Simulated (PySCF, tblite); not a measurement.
# C₃H₆Br₂O₂Si₂: geometry, infrared bands and NMR shifts

Aim: predict the infrared bands and NMR shifts of C₃H₆Br₂O₂Si₂ (`O=C[C@H]1C[Si](Br)(Br)O[SiH2]1`).

The runs use tblite 0.8.0 and PySCF 2.14.0, with density-fitted response routines of our own; the level of theory stands in each step. All values are computed, except where a source is named. Atoms are numbered from 0 throughout.

**1. Starting geometry**

15 atoms, charge 0, multiplicity 1; geometry from: force field or distance geometry start.

Bonds of the start (Å): O0–C1 1.24, C1–C2 1.49, C2–C3 1.50, C3–Si4 1.86, Si4–Br5 2.24, Si4–Br6 2.23, Si4–O7 1.74, O7–Si8 1.73, Si8–C2 1.85, C1–H9 1.07, C2–H10 1.13, C3–H11 1.12, C3–H12 1.09, Si8–H13 1.45, Si8–H14 1.47.

**2. Geometry optimisation with GFN2-xTB**

Job settings and geometry (Å):

```
{"job": {"kind": "relax", "xc": "GFN2-xTB", "basis": "xTB"}, "charge": 0, "multiplicity": 1}
O     -1.091500    -0.849500    -2.091400
C     -1.617700    -0.243100    -1.150100
C     -0.894200    -0.326100     0.152500
C      0.351600    -1.146700     0.008300
Si     1.771500     0.039300     0.192200
Br     2.115500     1.265200    -1.656800
Br     3.651200    -0.997800     0.787100
O      1.181700     1.080900     1.449700
Si    -0.431600     1.316800     0.869400
H     -2.533100     0.275600    -1.323500
H     -1.616000    -0.829800     0.856700
H      0.406000    -1.839400     0.891800
H      0.388900    -1.743600    -0.905000
H     -1.243800     1.613800     2.027200
H     -0.442900     2.392500    -0.129900
```

The run is started by

```console
OMP_NUM_THREADS=1 python probes_run.py task.json out
```

The driver reads the jobs from task.json and runs them one after another.

**Question.** This job is followed by: GFN2-xTB harmonic vibrations, gas phase; GIAO PBE0/pcSseg-1 NMR shielding, non-relativistic, gas phase. Predict these results of the whole session: strongest single infrared mode (GFN2-xTB); zero-point energy (GFN2-xTB); 13C shifts against TMS (PBE0/pcSseg-1); 1H shifts against TMS (PBE0/pcSseg-1); 17O shifts against H2O (PBE0/pcSseg-1); 29Si shifts against TMS (PBE0/pcSseg-1); 79Br shifts against HBr (PBE0/pcSseg-1); surface potential, 1st and 99th percentile.

As calculated:

```
                                 quantity                                   value
strongest single infrared mode (GFN2-xTB)                   1685 cm⁻¹, 343 km/mol
             zero-point energy (GFN2-xTB)                           55.6 kcal/mol
   13C shifts against TMS (PBE0/pcSseg-1)                   209.7, 53.5, 29.5 ppm
    1H shifts against TMS (PBE0/pcSseg-1)  9.95, 5.05, 4.82, 3.20, 1.66, 1.42 ppm
   17O shifts against H2O (PBE0/pcSseg-1)                         621.7, 75.6 ppm
  29Si shifts against TMS (PBE0/pcSseg-1)                         17.1, -26.2 ppm
  79Br shifts against HBr (PBE0/pcSseg-1)                            344, 327 ppm
    surface potential, 1st and 99th percentile                      -1.27 V and 1.92 V
```

In words: The optimisation took 110 steps and gained 1.159 eV; among the close pairs (by a distance rule), O7–Si8 changed most, from 1.731 to 1.616 Å. No mode is imaginary among the 39: a minimum at this level. The strongest single mode, at 1685 cm⁻¹, moves mainly C1 and O0. Unscaled tight-binding wavenumbers are off by several per cent, some by more. Its intensities can rank the bands wrongly. The most deshielded carbon is C1 (aldehyde carbonyl carbon), at 209.7 ppm: the double bond to the heteroatom, with no lone-pair donor beside it, deshields it most. H9 (hydrogen on an aldehyde carbonyl carbon) lies farthest downfield among hydrogen, at 9.95 ppm; the C=O anisotropy and electron withdrawal place aldehyde protons far downfield. At PBE0/pcSseg-1: The widest tensor belongs to O0: span 1152 ppm, with a paramagnetic part of -689 ppm. At PBE0/pcSseg-1, counted by nearest atom on the grid, the HOMO lies on Br6 49 %; Br5 32 %, the LUMO on C1 40 %; O0 28 %. Spin-orbit coupling is left out, which matters for shieldings and couplings at and beside the heavy atoms.
